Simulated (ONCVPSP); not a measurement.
# Pseudopotential generation for lutetium: ONCV, LDA (Perdew-Wang 92)

Task: generate the file, and judge it by its errors in other configurations, its logarithmic derivatives, its ghosts and its cutoff.

Program: ONCVPSP 4.0.1. Reference atom: LDA (Perdew-Wang 92), scalar-relativistic, spherical and spin-unpolarised. All values are calculated.

## (1) Starting point

Typed settings, in words:

* element: lutetium (Lu, Z = 71)
* type: optimised norm-conserving Vanderbilt (ONCV)
* frozen core: [Kr] 4d10
* valence charge: 25
* reference configuration: 4f14 5s2 5p6 5d1 (charge +2)
* partial waves: 5s: rc 1.80 bohr, ncon 4, nbas 7, qcut 6.1 1/bohr, 3 projectors, debl 2.4 Ha; 5p: rc 2.00 bohr, ncon 4, nbas 9, qcut 5.7 1/bohr, 2 projectors, debl 2.4 Ha; 5d: rc 3.30 bohr, ncon 5, nbas 10, qcut 4.6 1/bohr, 2 projectors, debl 1 Ha; 4f: rc 1.05 bohr, ncon 4, nbas 8, qcut 16.8 1/bohr, 2 projectors, debl 3.4 Ha
* local potential: polynomial inside 1.05 bohr (lpopt 5, dvloc0 3 Ha)
* core correction: polynomial model core, fcfact 0.3

## (2) Generating the potential

Lu.dat reads:

```
# ATOM AND REFERENCE CONFIGURATION
# atsym  z   nc   nv     iexc    psfile
  Lu 71.00    9    4  -001012      upf
#
#   n    l    f
    1    0    2.00
    2    0    2.00
    2    1    6.00
    3    0    2.00
    3    1    6.00
    3    2   10.00
    4    0    2.00
    4    1    6.00
    4    2   10.00
    4    3   14.00
    5    0    2.00
    5    1    6.00
    5    2    1.00
#
# PSEUDOPOTENTIAL AND OPTIMIZATION
# lmax
    3
#
#   l,   rc,      ep,       ncon, nbas, qcut
    0    1.80    0.00    4    7    6.10
    1    2.00    0.00    4    9    5.70
    2    3.30    0.00    5   10    4.60
    3    1.05    0.00    4    8   16.80
#
# LOCAL POTENTIAL
# lloc, lpopt,  rc(5),   dvloc0
    4    5    1.05    3.00
#
# VANDERBILT-KLEINMAN-BYLANDER PROJECTORs
# l, nproj, debl
    0    3    2.40
    1    2    2.40
    2    2    1.00
    3    2    3.40
#
# MODEL CORE CHARGE
# icmod, fcfact, rcfact
    1    0.30    0.00
#
# LOG DERIVATIVE ANALYSIS
# epsh1, epsh2, depsh
   -4.00    5.00    0.02
#
# OUTPUT GRID
# rlmax, drl
    6.00    0.01
#
# TEST CONFIGURATIONS
# ncnf
    4
# nvcnf
#   n    l    f
    5
    4    3   14.00
    5    0    2.00
    5    1    6.00
    5    2    1.00
    6    0    2.00
#
    5
    4    3   14.00
    5    0    2.00
    5    1    6.00
    5    2    1.00
    6    0    1.00
#
    4
    4    3   14.00
    5    0    2.00
    5    1    6.00
    5    2    0.00
#
    4
    4    3   14.00
    5    0    2.00
    5    1    6.00
    5    2    2.00
#
```

Started as:

```console
$ oncvpsp.x < Lu.dat > Lu.out
```

What does the calculation give? Wanted: cutoffs for 1 and 0.1 mHa per electron, occupied waves; bound ghosts; GHOST(+) flags; largest test error; largest phase difference near zero energy, channels read; rms error of d²Exc/dn², without and with the model core; projector energies reset by the program.

**Answer**, as computed:

| quantity | value |
| --- | --- |
| cutoffs for 1 and 0.1 mHa per electron, occupied waves | 121 Ha and 130 Ha |
| bound ghosts | none found |
| GHOST(+) flags | s at 195 eV |
| largest test error (AE − PS) | +40 meV, for 4f14 5s2 5p6 5d0 |
| largest phase difference near zero energy, channels read | 0.001 rad |
| rms error of d²Exc/dn², without and with the model core | 5.52 and 2.08 mHa |
| projector energies reset by the program | s: -2.795, 0.250, 2.650 Ha |

The worst unpolarised test, 4f14 5s2 5p6 5d0, is off by 40 meV on 20.2 eV; by total energies transferability rates as fair. The potential is very hard: the looser tolerance needs 121 Ha. At the looser tolerance the 4f wave is the slowest; 5s needs 15 Ha. It is free of bound ghosts as far as tested. Near zero energy the phases of the channels with partial waves agree within 0.001 rad. The program also flags highly localised states, GHOST(+) (s). All of this concerns the isolated atom, not yet a solid.
